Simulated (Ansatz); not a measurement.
# H2Ga(BH4) (GaBH6): the relaxed shape and its frontier levels

Aim: characterise H2Ga(BH4) (GaBH6) as a singlet: its structure, frontier levels and distribution of charge.

Method: RKS PBE0-D4/def2-TZVP; program: Ansatz 0.2.0, Gaussian basis.

The runs, in order: relaxation at r2SCAN-D4/def2-TZVP; a single point at PBE0-D4/def2-TZVP.

## 1. The system as given

8 atoms, charge 0, spin multiplicity 1.

Atoms are counted from 1 here; the program's logs count them from 0.

Bond lengths: Ga1–B3 2.242 Å, Ga1–H5 1.557 Å, Ga1–H6 1.557 Å, H2–B3 1.295 Å, B3–H4 1.297 Å, B3–H7 1.178 Å, B3–H8 1.178 Å. Angles: B3–Ga1–H5 120.9°, B3–Ga1–H6 121.0°, H5–Ga1–H6 118.2°, Ga1–B3–H2 54.0°, Ga1–B3–H4 53.8°, Ga1–B3–H7 119.3°, Ga1–B3–H8 119.5°, H2–B3–H4 107.8°, H2–B3–H7 106.9°, H2–B3–H8 106.8°, H4–B3–H7 106.7°, H4–B3–H8 106.7°, H7–B3–H8 121.2°.

Coordinates:

```xyz
8

Ga   -0.7053    0.8557    0.3219
H     0.8337   -0.0222    0.7139
B     0.6643   -0.8056   -0.3027
H    -0.4356   -0.4557   -0.8945
H    -1.8761    0.5955    1.3145
H    -0.5111    2.3018   -0.2224
H     0.4891   -1.8885    0.1256
H     1.5410   -0.5810   -1.0563
```

The start is a GFN2-xTB geometry.

## 2. Optimising with r2SCAN-D4/def2-TZVP

Contents of in.yaml:

```yaml
crystal:
  periodic: [false, false, false]
  atoms:
    - {symbol: Ga, position_ang: [-0.705300, 0.855690, 0.321860]}
    - {symbol: H, position_ang: [0.833740, -0.022200, 0.713930]}
    - {symbol: B, position_ang: [0.664280, -0.805570, -0.302700]}
    - {symbol: H, position_ang: [-0.435620, -0.455670, -0.894540]}
    - {symbol: H, position_ang: [-1.876140, 0.595510, 1.314530]}
    - {symbol: H, position_ang: [-0.511060, 2.301810, -0.222370]}
    - {symbol: H, position_ang: [0.489100, -1.888550, 0.125560]}
    - {symbol: H, position_ang: [1.541000, -0.581020, -1.056270]}
basis:
  gaussian: {orbitals: def2-TZVP}
hamiltonian: {xc: r2scan, dispersion: d4}
scf: {lower_state_search: "off"}
output: {orbitals: {seedname: orbitals}}
relax: {f_tol: 0.02, max_steps: 100}
```

Started as:

```console
$ ansatz run in.yaml --threads 4 --pin off --events-out ev --progress --plain --max-ram 3916MiB
```

The runs that follow: Single point, PBE0-D4/def2-TZVP.

Before running them: what should the planned runs give, taken together? Wanted: point group; commonest bond, hydrogen aside; HOMO, LUMO at PBE0-D4/def2-TZVP; dipole at r2SCAN-D4/def2-TZVP.

As calculated:

| quantity | value |
| --- | --- |
| point group | C2v |
| commonest bond, hydrogen aside | B–Ga, 1 of mean length 2.188 Å |
| HOMO, LUMO at PBE0-D4/def2-TZVP | -8.93, -1.38 eV |
| dipole at r2SCAN-D4/def2-TZVP | 1.52 D |

In words: The molecule keeps its bonding pattern by the stored test; the atoms moved 0.09 Å (rms), and the angle H5–Ga1–H6 went from 118° to 130°. No usable vibrations, so a minimum isn't proven.
